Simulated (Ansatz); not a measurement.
**C3H8Te: small, medium and large basis sets**

One table from this session's results is given with a row withheld; the runs are named, their logs left out.

Program: Ansatz 0.2.0, Gaussian basis. Level of theory: one geometry, several basis sets. These are calculated values, not measurements.

The runs, in order: PBE0-D4/def2-SVP; ωB97M-V/def2-SVP; PBE0-D4/def2-QZVPP; ωB97M-V/def2-QZVPP; the functionals' def2-TZVPP values are taken from earlier runs.

### The geometry

All runs share one geometry, relaxed beforehand with PBE0-D4 in a triple-zeta def2 set. Te takes the def2 core potential; no spin-orbit term is included.

SMILES `CC[Te]C`, 12 atoms, charge 0, spin multiplicity 1.

Atoms are counted from 1 here; the program's logs count them from 0.

Bond lengths: C1–C2 1.515 Å, C1–H5 1.094 Å, C1–H6 1.093 Å, C1–H7 1.093 Å, C2–Te3 2.151 Å, C2–H8 1.091 Å, C2–H9 1.091 Å, Te3–C4 2.137 Å, C4–H10 1.088 Å, C4–H11 1.088 Å, C4–H12 1.089 Å. Angles: C2–C1–H5 110.5°, C2–C1–H6 111.5°, C2–C1–H7 111.5°, H5–C1–H6 107.6°, H5–C1–H7 107.6°, H6–C1–H7 107.9°, C1–C2–Te3 111.0°, C1–C2–H8 111.5°, C1–C2–H9 111.5°, Te3–C2–H8 107.0°, Te3–C2–H9 106.9°, H8–C2–H9 108.7°, C2–Te3–C4 94.6°, Te3–C4–H10 109.9°, Te3–C4–H11 109.9°, Te3–C4–H12 107.3°, H10–C4–H11 110.7°, H10–C4–H12 109.5° and more.

The first run:

in.yaml

```yaml
crystal:
  periodic: [false, false, false]
  atoms:
    - {symbol: C, position_ang: [-0.199224, 2.119424, 0.064608]}
    - {symbol: C, position_ang: [-0.389296, 0.632732, -0.154007]}
    - {symbol: Te, position_ang: [1.272008, -0.480773, 0.636790]}
    - {symbol: C, position_ang: [0.488260, -2.384569, 0.065563]}
    - {symbol: H, position_ang: [-1.047872, 2.678420, -0.339885]}
    - {symbol: H, position_ang: [-0.120160, 2.361408, 1.127130]}
    - {symbol: H, position_ang: [0.703654, 2.484962, -0.430303]}
    - {symbol: H, position_ang: [-1.285512, 0.266095, 0.347667]}
    - {symbol: H, position_ang: [-0.458353, 0.390223, -1.215012]}
    - {symbol: H, position_ang: [0.374502, -2.428294, -1.015884]}
    - {symbol: H, position_ang: [-0.465761, -2.555219, 0.560652]}
    - {symbol: H, position_ang: [1.204656, -3.139609, 0.386680]}
basis:
  gaussian: {orbitals: def2-SVP}
hamiltonian: {xc: pbe0, dispersion: d4}
output: {orbitals: {seedname: orbitals}}
```

Run with:

```console
$ ansatz run in.yaml --threads 4 --pin off --events-out ev --progress --plain --max-ram 10444MiB
```

Steps of the session up to this table: PBE0-D4 in def2-SVP; ωB97M-V in def2-SVP; PBE0-D4 in def2-QZVPP; ωB97M-V in def2-QZVPP.

One of the session's tables, all rows but one given; the rest of the session is left out.

It belongs to the step «Density functionals: the series». 

```
functional       basis  HOMO (eV)  LUMO (eV)
   PBE0-D4    def2-SVP      -5.50      -0.13
   PBE0-D4  def2-TZVPP      -5.61      -0.40
   PBE0-D4  def2-QZVPP          ?          ?
   ωB97M-V    def2-SVP      -7.62       1.77
   ωB97M-V  def2-TZVPP      -7.74       1.33
   ωB97M-V  def2-QZVPP      -7.75       1.13
```

**Question.** Estimate the row for PBE0-D4, def2-QZVPP.

**Answer.** HOMO (eV): -5.62; LUMO (eV): -0.48. In the column «HOMO (eV)» it lies between ωB97M-V, def2-SVP (-7.62) and PBE0-D4, def2-TZVPP (-5.61).
